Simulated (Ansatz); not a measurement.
# C₂H₃AlF₂O: up Jacob's ladder to CCSD(T)

How much do the methods differ for C₂H₃AlF₂O? The plan is to run it at one geometry with functionals of several rungs and with coupled cluster. The yardstick is the atomisation energy at the CCSD(T) limit.

Program: Ansatz 0.2.0, Gaussian basis. Level of theory: functionals in def2-TZVPP, the program's frozen cores in correlated methods. These are calculated values, not measurements.

Plan: PBE-D4, r2SCAN-D4, PBE0-D4, B3LYP-D4, ωB97X-V, ωB97M-V, B2PLYP; CCSD(T)/def2-TZVPP; MP2/def2-QZVPP; extrapolation to the limit.

## 1. The geometry

All runs share one geometry, relaxed beforehand with PBE0-D4 in a triple-zeta def2 set.

9 atoms, charge 0, spin multiplicity 1.

Atoms are counted from 1 here; the program's logs count them from 0.

Bond lengths: F1–C2 1.397 Å, C2–O3 1.397 Å, C2–Al5 1.982 Å, C2–H7 1.090 Å, O3–C4 1.454 Å, C4–Al5 1.960 Å, C4–H8 1.091 Å, C4–H9 1.093 Å, Al5–F6 1.644 Å. Angles: F1–C2–O3 110.2°, F1–C2–Al5 111.7°, F1–C2–H7 106.4°, O3–C2–Al5 85.1°, O3–C2–H7 108.6°, Al5–C2–H7 131.7°, C2–O3–C4 111.7°, O3–C4–Al5 84.5°, O3–C4–H8 108.5°, O3–C4–H9 110.8°, Al5–C4–H8 121.9°, Al5–C4–H9 118.5°, H8–C4–H9 109.0°, C2–Al5–C4 73.5°, C2–Al5–F6 144.0°, C4–Al5–F6 142.0°.

## 2. PBE-D4 (GGA)

in.yaml reads:

```yaml
crystal:
  periodic: [false, false, false]
  atoms:
    - {symbol: F, position_ang: [0.806076, -0.983327, 1.710306]}
    - {symbol: C, position_ang: [1.032029, -0.091898, 0.659312]}
    - {symbol: O, position_ang: [0.692270, -0.685723, -0.559244]}
    - {symbol: C, position_ang: [-0.695459, -0.432121, -0.911403]}
    - {symbol: Al, position_ang: [-0.539056, 1.072681, 0.335411]}
    - {symbol: F, position_ang: [-1.223528, 2.518802, 0.712526]}
    - {symbol: H, position_ang: [2.102027, 0.116460, 0.657766]}
    - {symbol: H, position_ang: [-0.757502, -0.282696, -1.990000]}
    - {symbol: H, position_ang: [-1.328357, -1.278479, -0.631874]}
basis:
  gaussian: {orbitals: def2-TZVPP}
hamiltonian: {xc: pbe, dispersion: d4}
output: {forces: true, orbitals: {seedname: orbitals}}
```

Launch:

```console
$ ansatz run in.yaml --threads 4 --pin off --events-out ev --progress --plain --max-ram 10444MiB
```

Output (excerpt; [...] marks lines left out):

```text
Functional definition: PBE
  name "PBE"
  cite "Perdew, Burke & Ernzerhof, Phys. Rev. Lett. 77, 3865 (1996) doi:10.1103/PhysRevLett.77.3865"
  parent pbe
[...]
1269 factors; their error is unknown
[...]
mean field -16192.02647693 eV, -595.0459976774 hartree, gradient 2.0e-5 eV, S^2 0.000000; 0 other end points of the search recorded, 0 dependent functions left out
[...]
reference -16192.02652155 eV, -595.0459993172 hartree; 27, 27 occupied and 212, 212 virtual orbitals, 1269 factors
Total energy: -16192.19798822 eV, -595.0523006010 hartree
Atom 0 at     0.806076    -0.983327     1.710306 Å, force    -0.119598    -0.428104     0.594869 eV/Å
Atom 1 at     1.032029    -0.091898     0.659312 Å, force     0.220259     0.389702     0.000239 eV/Å
Atom 2 at     0.692270    -0.685723    -0.559244 Å, force     0.324053    -0.217837    -0.397712 eV/Å
Atom 3 at    -0.695459    -0.432121    -0.911403 Å, force    -0.318864    -0.003775    -0.131157 eV/Å
Atom 4 at    -0.539056     1.072681     0.335411 Å, force     0.064803    -0.177666    -0.001475 eV/Å
Atom 5 at    -1.223528     2.518802     0.712526 Å, force    -0.247212     0.516480     0.121265 eV/Å
Atom 6 at     2.102027     0.116460     0.657766 Å, force     0.264341     0.060528    -0.011521 eV/Å
Atom 7 at    -0.757502    -0.282696    -1.990000 Å, force    -0.027574     0.031707    -0.227790 eV/Å
Atom 8 at    -1.328357    -1.278479    -0.631874 Å, force    -0.160207    -0.171035     0.053282 eV/Å
Dipole moment:    -0.100001     0.122388    -0.230910 e Å
```

Wall time 2.5 s (4 threads of Arm Neoverse V2, shared host); peak memory 0.3 GiB.

Atomisation energy: 3638.8 kJ/mol (free atoms -16154.484 eV, run apart). HOMO -6.36 eV, LUMO -1.86 eV.

## 3. r2SCAN-D4 (meta-GGA)

in.yaml, as its differences from that of step 2:

```diff
@@ -14,3 +14,3 @@
   gaussian: {orbitals: def2-TZVPP}
-hamiltonian: {xc: pbe, dispersion: d4}
+hamiltonian: {xc: r2scan, dispersion: d4}
 output: {forces: true, orbitals: {seedname: orbitals}}
```

The command is unchanged.

Output (excerpt; [...] marks lines left out):

```text
Functional definition: r2SCAN
  name "r2SCAN"
  cite "Furness, Kaplan, Ning, Perdew & Sun, J. Phys. Chem. Lett. 11, 8208 (2020) doi:10.1021/acs.jpclett.0c02405"
  cite "Furness, Kaplan, Ning, Perdew & Sun, J. Phys. Chem. Lett. 11, 9248 (2020) doi:10.1021/acs.jpclett.0c03077"
  parent r2scan
[...]
1269 factors; their error is unknown
[...]
mean field -16200.45370795 eV, -595.3556927052 hartree, gradient 4.4e-5 eV, S^2 0.000000; 0 other end points of the search recorded, 0 dependent functions left out
[...]
reference -16200.45372112 eV, -595.3556931894 hartree; 27, 27 occupied and 212, 212 virtual orbitals, 1269 factors
Total energy: -16200.49490433 eV, -595.3572066443 hartree
Atom 0 at     0.806076    -0.983327     1.710306 Å, force    -0.078140    -0.292762     0.307719 eV/Å
Atom 1 at     1.032029    -0.091898     0.659312 Å, force     0.194118     0.454357     0.014714 eV/Å
Atom 2 at     0.692270    -0.685723    -0.559244 Å, force     0.285487    -0.192400    -0.219944 eV/Å
Atom 3 at    -0.695459    -0.432121    -0.911403 Å, force    -0.401854     0.073264    -0.096601 eV/Å
Atom 4 at    -0.539056     1.072681     0.335411 Å, force     0.005657    -0.038551     0.003275 eV/Å
Atom 5 at    -1.223528     2.518802     0.712526 Å, force    -0.038349     0.085080     0.007826 eV/Å
Atom 6 at     2.102027     0.116460     0.657766 Å, force     0.016689    -0.039538    -0.006838 eV/Å
Atom 7 at    -0.757502    -0.282696    -1.990000 Å, force     0.004445    -0.028493     0.007301 eV/Å
Atom 8 at    -1.328357    -1.278479    -0.631874 Å, force     0.011947    -0.020957    -0.017454 eV/Å
Dipole moment:    -0.117595     0.157387    -0.230768 e Å
```

It took 5.5 s on 4 threads of Arm Neoverse V2, shared host; peak memory 0.32 GiB.

With the free atoms at this level, -16163.839 eV in sum, the atomisation energy is 3536.8 kJ/mol. HOMO -6.59 eV, LUMO -1.57 eV.

## 4. PBE0-D4 (hybrid)

in.yaml, as its differences from that of step 3:

```diff
@@ -14,3 +14,3 @@
   gaussian: {orbitals: def2-TZVPP}
-hamiltonian: {xc: r2scan, dispersion: d4}
-output: {forces: true, orbitals: {seedname: orbitals}}
+hamiltonian: {xc: pbe0, dispersion: d4}
+output: {orbitals: {seedname: orbitals}}
```

Same command.

Output:

```text
Functional definition: PBE0
  name "PBE0"
  cite "Adamo & Barone, J. Chem. Phys. 110, 6158 (1999) doi:10.1063/1.478522"
  cite "Perdew, Burke & Ernzerhof, Phys. Rev. Lett. 77, 3865 (1996) doi:10.1103/PhysRevLett.77.3865"
  parent pbe
  parameter a = 0.25
  parameter kappa = 0.804
  parameter beta = 0.06672455060314922
  exchange = (1 - a)*pbe_x(kappa = kappa, mu = beta*pi^2/3) + a*exact_x
  correlation = pbe_c(beta = beta)
1300 factors; their error is unknown
mean field evaluation 1: about -16185.3466 eV, gradient 6.2e1 eV
mean field evaluation 2: about -16176.1820 eV, gradient 9.5e1 eV
mean field evaluation 4: about -16192.5566 eV, gradient 4.9e0 eV
mean field evaluation 8: about -16192.6194 eV, gradient 4.5e-1 eV
mean field evaluation 16: about -16192.6196 eV, gradient 2.5e-5 eV
mean field -16192.61964108 eV, -595.0677960580 hartree, gradient 2.5e-5 eV, S^2 0.000000; 0 other end points of the search recorded, 0 dependent functions left out
reference -16192.61967355 eV, -595.0677972513 hartree; 27, 27 occupied and 212, 212 virtual orbitals, 1300 factors
Total energy: -16192.76343121 eV, -595.0730802476 hartree
```

Wall time 2.9 s (4 threads of Arm Neoverse V2, shared host); peak memory 0.56 GiB.

With the free atoms at this level, -16156.319 eV in sum, the atomisation energy is 3516.3 kJ/mol. HOMO -7.74 eV, LUMO -1.08 eV.

## 5. B3LYP-D4 (hybrid)

B3LYP here takes the VWN-RPA correlation.

in.yaml, as its differences from that of step 4:

```diff
@@ -14,3 +14,3 @@
   gaussian: {orbitals: def2-TZVPP}
-hamiltonian: {xc: pbe0, dispersion: d4}
-output: {orbitals: {seedname: orbitals}}
+hamiltonian: {xc: {name: B3LYP}, dispersion: d4}
+output: {forces: true, orbitals: {seedname: orbitals}}
```

The command is unchanged.

Output (excerpt; [...] marks lines left out):

```text
Functional definition: B3LYP
  name "B3LYP"
  cite "Stephens, Devlin, Chabalowski & Frisch, J. Phys. Chem. 98, 11623 (1994) doi:10.1021/j100096a001"
  cite "Becke, Phys. Rev. A 38, 3098 (1988) doi:10.1103/PhysRevA.38.3098"
  cite "Lee, Yang & Parr, Phys. Rev. B 37, 785 (1988) doi:10.1103/PhysRevB.37.785"
  cite "Vosko, Wilk & Nusair, Can. J. Phys. 58, 1200 (1980) doi:10.1139/p80-159"
[...]
1293 factors; their error is unknown
[...]
mean field -16206.27048372 eV, -595.5694552719 hartree, gradient 2.5e-5 eV, S^2 0.000000; 0 other end points of the search recorded, 0 dependent functions left out
[...]
reference -16206.27074670 eV, -595.5694649363 hartree; 27, 27 occupied and 212, 212 virtual orbitals, 1293 factors
Total energy: -16206.54795027 eV, -595.5796519797 hartree
Atom 0 at     0.806076    -0.983327     1.710306 Å, force    -0.066250    -0.264190     0.340101 eV/Å
Atom 1 at     1.032029    -0.091898     0.659312 Å, force     0.336270     0.348461    -0.050690 eV/Å
Atom 2 at     0.692270    -0.685723    -0.559244 Å, force     0.209672    -0.172491    -0.168314 eV/Å
Atom 3 at    -0.695459    -0.432121    -0.911403 Å, force    -0.360891    -0.050614    -0.229303 eV/Å
Atom 4 at    -0.539056     1.072681     0.335411 Å, force    -0.001552    -0.030149     0.018948 eV/Å
Atom 5 at    -1.223528     2.518802     0.712526 Å, force    -0.061041     0.137967     0.033365 eV/Å
Atom 6 at     2.102027     0.116460     0.657766 Å, force    -0.080728    -0.004887     0.010762 eV/Å
Atom 7 at    -0.757502    -0.282696    -1.990000 Å, force    -0.007926    -0.016772     0.073224 eV/Å
Atom 8 at    -1.328357    -1.278479    -0.631874 Å, force     0.032445     0.052675    -0.028091 eV/Å
Dipole moment:    -0.126768     0.174700    -0.230241 e Å
```

Run time: 4.3 s. Hardware: 4 threads of Arm Neoverse V2, shared host; peak memory 0.64 GiB.

With the free atoms at this level, -16170.355 eV in sum, the atomisation energy is 3492.1 kJ/mol. HOMO -7.55 eV, LUMO -1.33 eV.

## 6. ωB97X-V (range-separated)

in.yaml, as its differences from that of step 5:

```diff
@@ -14,3 +14,3 @@
   gaussian: {orbitals: def2-TZVPP}
-hamiltonian: {xc: {name: B3LYP}, dispersion: d4}
-output: {forces: true, orbitals: {seedname: orbitals}}
+hamiltonian: {xc: {name: wB97X-V}}
+output: {orbitals: {seedname: orbitals}}
```

The command is unchanged.

Output (excerpt; [...] marks lines left out):

```text
Functional definition: wB97X-V
  name "wB97X-V"
  cite "Mardirossian & Head-Gordon, Phys. Chem. Chem. Phys. 16, 9904 (2014) doi:10.1039/C3CP54374A"
  cite "Becke, J. Chem. Phys. 107, 8554 (1997) doi:10.1063/1.475007"
  cite "Vydrov & Van Voorhis, J. Chem. Phys. 133, 244103 (2010) doi:10.1063/1.3521275"
[...]
      + integral(e_c_pw_opposite_spin*poly(b97_u_opposite, cos0, cos1)) + vv10(b, c)
1288 factors; their error is unknown
285 factors; integrals over basis functions are off by at most 7.4e-6 eV
[...]
mean field -16201.39970971 eV, -595.3904576287 hartree, gradient 3.4e-5 eV, S^2 0.000000; 0 other end points of the search recorded, 0 dependent functions left out
reference -16201.39970760 eV, -595.3904575513 hartree; 27, 27 occupied and 212, 212 virtual orbitals, 1288 factors
Total energy: -16201.39970760 eV, -595.3904575513 hartree
```

Run time: 7.5 s. Hardware: 4 threads of Arm Neoverse V2, shared host; peak memory 0.69 GiB.

Atomisation energy: 3523.6 kJ/mol (free atoms -16164.881 eV, run apart). HOMO -10.10 eV, LUMO 0.84 eV.

## 7. ωB97M-V (range-separated)

in.yaml, as its differences from that of step 6:

```diff
@@ -14,3 +14,3 @@
   gaussian: {orbitals: def2-TZVPP}
-hamiltonian: {xc: {name: wB97X-V}}
-output: {orbitals: {seedname: orbitals}}
+hamiltonian: {xc: {name: wB97M-V}}
+output: {forces: true, orbitals: {seedname: orbitals}}
```

Same command.

Output (excerpt; [...] marks lines left out):

```text
Functional definition: wB97M-V
  name "wB97M-V"
  cite "Mardirossian & Head-Gordon, J. Chem. Phys. 144, 214110 (2016) doi:10.1063/1.4952647"
  cite "Becke, J. Chem. Phys. 107, 8554 (1997) doi:10.1063/1.475007"
  cite "Vydrov & Van Voorhis, J. Chem. Phys. 133, 244103 (2010) doi:10.1063/1.3521275"
  # Of w^i u^j: cxij and so on, Table III.
[...]
  gx(w, u) = 1 - cx + cx01*u + cx10*w
  gss(w, u) = css00 + css04*u^4 + css10*w + css20*w^2 + css43*w^4*u^3
  gos(w, u) = cos00 + cos10*w + (cos20 + cos21*u)*w^2 + (cos60 + cos61*u)*w^6
[...]
      + integral(e_c_pw_mod_opposite_spin*gos(b97_w_opposite, b97_u_opposite)) + vv10(b, c)
1272 factors; their error is unknown
285 factors; integrals over basis functions are off by at most 7.4e-6 eV
[...]
Total energy: -16202.55262657 eV, -595.4328265417 hartree
Atom 0 at     0.806076    -0.983327     1.710306 Å, force    -0.055131    -0.161188     0.158381 eV/Å
Atom 1 at     1.032029    -0.091898     0.659312 Å, force     0.162407     0.333431    -0.017436 eV/Å
Atom 2 at     0.692270    -0.685723    -0.559244 Å, force     0.132289    -0.146862    -0.114092 eV/Å
Atom 3 at    -0.695459    -0.432121    -0.911403 Å, force    -0.243042     0.021829    -0.082044 eV/Å
Atom 4 at    -0.539056     1.072681     0.335411 Å, force     0.080544    -0.156470    -0.046812 eV/Å
Atom 5 at    -1.223528     2.518802     0.712526 Å, force    -0.034800     0.074438     0.024470 eV/Å
Atom 6 at     2.102027     0.116460     0.657766 Å, force    -0.109625    -0.022922     0.001220 eV/Å
Atom 7 at    -0.757502    -0.282696    -1.990000 Å, force     0.002945    -0.016332     0.104460 eV/Å
Atom 8 at    -1.328357    -1.278479    -0.631874 Å, force     0.064414     0.074076    -0.028146 eV/Å
Dipole moment:    -0.141547     0.197818    -0.219306 e Å
```

It took 11 s on 4 threads of Arm Neoverse V2, shared host; peak memory 0.81 GiB.

Atomisation energy: 3525.0 kJ/mol (free atoms -16166.019 eV, run apart). HOMO -10.01 eV, LUMO 0.51 eV.

## 8. B2PLYP (double hybrid)

in.yaml, as its differences from that of step 7:

```diff
@@ -14,3 +14,2 @@
   gaussian: {orbitals: def2-TZVPP}
-hamiltonian: {xc: {name: wB97M-V}}
-output: {forces: true, orbitals: {seedname: orbitals}}
+hamiltonian: {xc: {name: B2PLYP}}
```

Launched as before.

Output (excerpt; [...] marks lines left out):

```text
Functional definition: B2PLYP
  name "B2PLYP"
  cite "Grimme, J. Chem. Phys. 124, 034108 (2006) doi:10.1063/1.2148954"
  cite "Becke, Phys. Rev. A 38, 3098 (1988) doi:10.1103/PhysRevA.38.3098"
  cite "Lee, Yang & Parr, Phys. Rev. B 37, 785 (1988) doi:10.1103/PhysRevB.37.785"
[...]
1498 factors; integrals over basis functions are off by at most 1.2e-3 eV
[...]
mean field -16186.44174514 eV, -594.8407625697 hartree, gradient 2.9e-6 eV, S^2 0.000000; 0 other end points of the search recorded, 0 dependent functions left out
10 core orbitals not correlated: weight in the atoms' cores, before any rotation towards them, 1.000 or more for the frozen orbitals, at most 0.000 for the correlated occupied ones
reference -16186.44190857 eV, -594.8407685756 hartree; 17, 17 occupied and 212, 212 virtual orbitals, 1498 factors
second order -37.17323217 eV of doubles, -0.00000000 eV of singles
Total energy: -16196.47868126 eV, -595.2096131687 hartree
```

It took 5.5 s on 4 threads of Arm Neoverse V2, shared host; peak memory 0.62 GiB.

With the free atoms at this level, -16160.493 eV in sum, the atomisation energy is 3472.0 kJ/mol.

## 9. Frontier levels by functional

Dipoles come from the runs that computed forces. Levels, from each run's orbital file:

| functional | HOMO (eV) | LUMO (eV) | gap (eV) | dipole (D) |
| --- | --- | --- | --- | --- |
| PBE-D4 | -6.36 | -1.86 | 4.50 | 1.34 |
| r2SCAN-D4 | -6.59 | -1.57 | 5.01 | 1.46 |
| PBE0-D4 | -7.74 | -1.08 | 6.66 |  |
| B3LYP-D4 | -7.55 | -1.33 | 6.22 | 1.52 |
| ωB97X-V | -10.10 | 0.84 | 10.94 |  |
| ωB97M-V | -10.01 | 0.51 | 10.52 | 1.57 |

## 10. CCSD(T) in def2-TZVPP

in.yaml, as its differences from that of step 8:

```diff
@@ -14,2 +14,2 @@
   gaussian: {orbitals: def2-TZVPP}
-hamiltonian: {xc: {name: B2PLYP}}
+correlation: {method: ccsd_t}
```

The command is unchanged.

Output (excerpt; [...] marks lines left out):

```text
Functional definition: HF
  name "HF"
  cite "Fock, Z. Phys. 61, 126 (1930) doi:10.1007/BF01340294"
  parent pbe
[...]
1498 factors; integrals over basis functions are off by at most 1.2e-3 eV
[...]
mean field -16144.99244665 eV, -593.3175289453 hartree, gradient 1.5e-6 eV, S^2 0.000000; 0 other end points of the search recorded, 0 dependent functions left out
10 core orbitals not correlated: weight in the atoms' cores, before any rotation towards them, 1.000 or more for the frozen orbitals, at most 0.000 for the correlated occupied ones
reference -16144.99244665 eV, -593.3175289453 hartree; 17, 17 occupied and 212, 212 virtual orbitals, 1498 factors
second order -30.88630841 eV of doubles, -0.00000000 eV of singles
cycle   1  -30.49885893 eV  change    3.9e-1 eV  update   1.3e-1
[...]
cycle  12  -31.35118989 eV  change   -9.6e-6 eV  update   4.7e-6
perturbative correction -1.16868847 eV, -0.0429485092 hartree
Total energy: -16177.51232500 eV, -594.5126124322 hartree
```

Run time: 2.9 min. Hardware: 4 threads of Arm Neoverse V2, shared host; peak memory 4.8 GiB.

## 11. MP2 in def2-QZVPP

in.yaml, as its differences from that of step 10:

```diff
@@ -13,3 +13,3 @@
 basis:
-  gaussian: {orbitals: def2-TZVPP}
-correlation: {method: ccsd_t}
+  gaussian: {orbitals: "def2-QZVPP.json"}
+correlation: {method: mp2}
```

Same command.

Output:

```text
Functional definition: HF
  name "HF"
  cite "Fock, Z. Phys. 61, 126 (1930) doi:10.1007/BF01340294"
  parent pbe
  exchange = exact_x
  correlation = 0
2731 factors; integrals over basis functions are off by at most 9.1e-4 eV
mean field evaluation 1: about -16141.3610 eV, gradient 4.5e1 eV
mean field evaluation 2: about -16141.5066 eV, gradient 4.6e1 eV
mean field evaluation 4: about -16145.5454 eV, gradient 4.0e0 eV
mean field evaluation 8: about -16145.6223 eV, gradient 4.4e-1 eV
mean field -16145.62320681 eV, -593.3407089537 hartree, gradient 7.2e-6 eV, S^2 0.000000; 0 other end points of the search recorded, 0 dependent functions left out
10 core orbitals not correlated: weight in the atoms' cores, before any rotation towards them, 1.000 or more for the frozen orbitals, at most 0.000 for the correlated occupied ones
reference -16145.62320681 eV, -593.3407089537 hartree; 17, 17 occupied and 418, 418 virtual orbitals, 2731 factors
second order -33.47946215 eV of doubles, -0.00000000 eV of singles
Total energy: -16179.10266896 eV, -594.5710564946 hartree
```

Wall time 18 s (4 threads of Arm Neoverse V2, shared host); peak memory 2.5 GiB.

Energy pieces by basis (eV):

| basis | HF | MP2 correlation | CCSD correlation | (T) | total |
| --- | --- | --- | --- | --- | --- |
| def2-TZVPP | -16144.9924 | -30.8863 | -31.3512 | -1.1687 | -16177.5123 |
| def2-QZVPP | -16145.6232 | -33.4795 |  |  | -16179.1027 (MP2) |

The report of the def2-TZVPP run gives T1 = 0.0145.

## 12. From triple and quadruple zeta to the limit

This step is arithmetic on the last runs, with X = 3 and 4: exp(−7.88√X) for Hartree-Fock, X^−2.97 for correlation; only MP2 was run in the larger set, so CCSD(T) minus MP2 is added from the smaller one.

| level | energy at the limit (eV) |
| --- | --- |
| HF | -16145.7101 |
| MP2 | -16181.1104 |
| CCSD | -16181.5753 |
| CCSD(T) | -16182.7440 |

## 13. The ladder

Free atoms (2 F, 2 C, 1 O, 1 Al, 3 H) were run apart at each level; the atomisation energy is their sum less the molecule, without zero-point or spin-orbit terms.

| method | rung | atoms, summed (eV) | atomisation energy (kJ/mol) | from CCSD(T)/CBS (kJ/mol) | time |
| --- | --- | --- | --- | --- | --- |
| PBE-D4 | GGA | -16154.484 | 3638.8 | +123.1 | 2.5 s |
| r2SCAN-D4 | meta-GGA | -16163.839 | 3536.8 | +21.1 | 5.5 s |
| PBE0-D4 | hybrid | -16156.319 | 3516.3 | +0.6 | 2.9 s |
| B3LYP-D4 | hybrid | -16170.355 | 3492.1 | -23.6 | 4.3 s |
| ωB97X-V | range-separated | -16164.881 | 3523.6 | +7.9 | 7.5 s |
| ωB97M-V | range-separated | -16166.019 | 3525.0 | +9.3 | 11 s |
| B2PLYP | double hybrid | -16160.493 | 3472.0 | -43.7 | 5.5 s |
| HF/def2-TZVPP | wavefunction | -16119.971 | 2414.2 | -1101.5 |  |
| MP2/def2-TZVPP | wavefunction | -16139.157 | 3543.2 | +27.5 |  |
| CCSD/def2-TZVPP | wavefunction | -16141.787 | 3334.2 | -181.5 |  |
| CCSD(T)/def2-TZVPP | wavefunction | -16142.193 | 3407.8 | -107.9 | 2.9 min |
| MP2/CBS | wavefunction | -16143.270 | 3651.0 | +135.3 |  |
| CCSD(T)/CBS | wavefunction | -16146.306 | 3515.7 | 0 | 3.1 min |

Among the levels timed on like hardware and quicker than the yardstick, those that no quicker one beats, quickest first: PBE-D4 (2.5 s, +123.1 kJ/mol); PBE0-D4 (2.9 s, +0.6 kJ/mol).

B2PLYP carry no dispersion term (for B3LYP, D4 adds 26.7 kJ/mol).

Times are those of the molecule's run; HF, MP2 and CCSD come out of the CCSD(T) runs, and the limit's time is the sum of the runs that it needs.

## 14. What came out

| quantity | value |
| --- | --- |
| atomisation energy, CCSD(T)/CBS | 3515.7 kJ/mol |
| functionals within 17.6 kJ/mol (0.5 %) | PBE0-D4, ωB97X-V, ωB97M-V |
| farthest | PBE-D4 (+123.1 kJ/mol) |
| mean size of error, hybrid | 12.1 kJ/mol |
| mean size of error, range-separated | 8.6 kJ/mol |
| gap, smallest and largest | 4.50 eV (PBE-D4), 10.94 eV (ωB97X-V) |
| T1 diagnostic | 0.0145 |
| triples share of the correlation energy | 3.6 % |

In words: PBE-D4 is off by +123.1 kJ/mol. Double hybrids carry the basis error of their MP2 part in triple zeta, and no dispersion term here, so their miss is partly the set-up's. Misses under about 17.6 kJ/mol are within the doubt on the reference itself, which lacks core-valence correlation, relativity and higher excitations. Hartree-Fock recovers 69 % of the binding; the rest is correlation. The gap grows from 4.5 to 10.9 eV across the functionals, mostly with the share of exact exchange.

For cost: PBE0-D4 gets within 0.6 kJ/mol in 2.9 s, where CCSD(T)/CBS took 3.1 min; the quickest level in the cost chart, PBE-D4, takes 2.5 s and misses by 123.1 kJ/mol.
